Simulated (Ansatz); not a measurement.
# CH₃ClSSi: how energies converge with the basis set

How large a basis does CH₃ClSSi need? Two functionals and correlated methods are run in growing sets.

The runs use Ansatz 0.2.0, Gaussian basis; one geometry, several basis sets.

The runs, in order: PBE0-D4/def2-SVP; ωB97M-V/def2-SVP; PBE0-D4/def2-QZVPP; ωB97M-V/def2-QZVPP; CCSD(T)/cc-pV(D+d)Z; CCSD(T)/cc-pV(T+d)Z; CCSD(T)/cc-pV(Q+d)Z; the functionals' def2-TZVPP values are taken from earlier runs.

**1. Structure used throughout**

The geometry comes from an earlier relaxation with PBE0-D4 in a triple-zeta def2 set; it is a stationary point, not always the lowest conformer.

7 atoms, charge 0, spin multiplicity 1.

Atoms are counted from 1 here; the program's logs count them from 0.

Bond lengths: C1–S2 1.809 Å, C1–H5 1.089 Å, C1–H6 1.089 Å, C1–H7 1.088 Å, S2–Si3 2.122 Å, Si3–Cl4 2.097 Å. Angles: S2–C1–H5 108.2°, S2–C1–H6 108.3°, S2–C1–H7 110.7°, H5–C1–H6 109.5°, H5–C1–H7 110.0°, H6–C1–H7 110.0°, C1–S2–Si3 113.1°, S2–Si3–Cl4 103.6°.

Geometry (Å):

```xyz
7
charge 0, multiplicity 1
C    -0.24801    0.79847   -0.45488
S     0.43437   -0.74095   -1.11661
Si    0.80871   -2.19681    0.38176
Cl    0.21370   -1.24607    2.15360
H     0.42644    1.61164   -0.72005
H    -1.22036    0.96673   -0.91603
H    -0.35355    0.73899    0.62662
```

**2. PBE0-D4 in def2-SVP**

in.yaml

```yaml
crystal:
  periodic: [false, false, false]
  atoms:
    - {symbol: C, position_ang: [-0.248010, 0.798471, -0.454878]}
    - {symbol: S, position_ang: [0.434373, -0.740950, -1.116612]}
    - {symbol: Si, position_ang: [0.808707, -2.196806, 0.381757]}
    - {symbol: Cl, position_ang: [0.213699, -1.246072, 2.153595]}
    - {symbol: H, position_ang: [0.426436, 1.611638, -0.720054]}
    - {symbol: H, position_ang: [-1.220361, 0.966729, -0.916029]}
    - {symbol: H, position_ang: [-0.353546, 0.738990, 0.626622]}
basis:
  gaussian: {orbitals: def2-SVP}
hamiltonian: {xc: pbe0, dispersion: d4}
output: {orbitals: {seedname: orbitals}}
```

Started as:

```
> ansatz run in.yaml --threads 2 --pin off --events-out ev --progress --plain --max-ram 22528MiB --backend cpu
```

After this run come: ωB97M-V in def2-SVP; PBE0-D4 in def2-QZVPP; ωB97M-V in def2-QZVPP; CCSD(T) in cc-pV(D+d)Z; CCSD(T) in cc-pV(T+d)Z; CCSD(T) in cc-pV(Q+d)Z.

Q: Predict the results of all the runs planned. Wanted: MP2 correlation recovered, cc-pV(D+d)Z; MP2 correlation recovered, cc-pV(T+d)Z; MP2 correlation recovered, cc-pV(Q+d)Z; CCSD(T) limit from def2 sets; PBE0-D4: double and triple zeta above quadruple; ωB97M-V: double and triple zeta above quadruple.

**Answer**, as computed:

| quantity | value |
| --- | --- |
| MP2 correlation recovered, cc-pV(D+d)Z | 67.6 % |
| MP2 correlation recovered, cc-pV(T+d)Z | 87.3 % |
| MP2 correlation recovered, cc-pV(Q+d)Z | 94.7 % |
| CCSD(T) limit from def2 sets (earlier runs) less the limit of this series | -160 meV |
| PBE0-D4: double and triple zeta above quadruple | 13.10, 1.01 eV |
| ωB97M-V: double and triple zeta above quadruple | 13.06, 0.97 eV |

**Reading.** For PBE0-D4 the step from double to triple zeta gains 12.09 eV and the next only 1.01 eV. Correlation climbs from 68 % (cc-pV(D+d)Z) to 95 % (cc-pV(Q+d)Z) of the limit; Hartree-Fock is 0.098 eV from its own by then. A limit from the def2 sets, made apart, differs by 160 meV, a least measure of the doubt on such a limit. These are total energies; as a rule much of such shifts cancels in differences, which this series doesn't test.
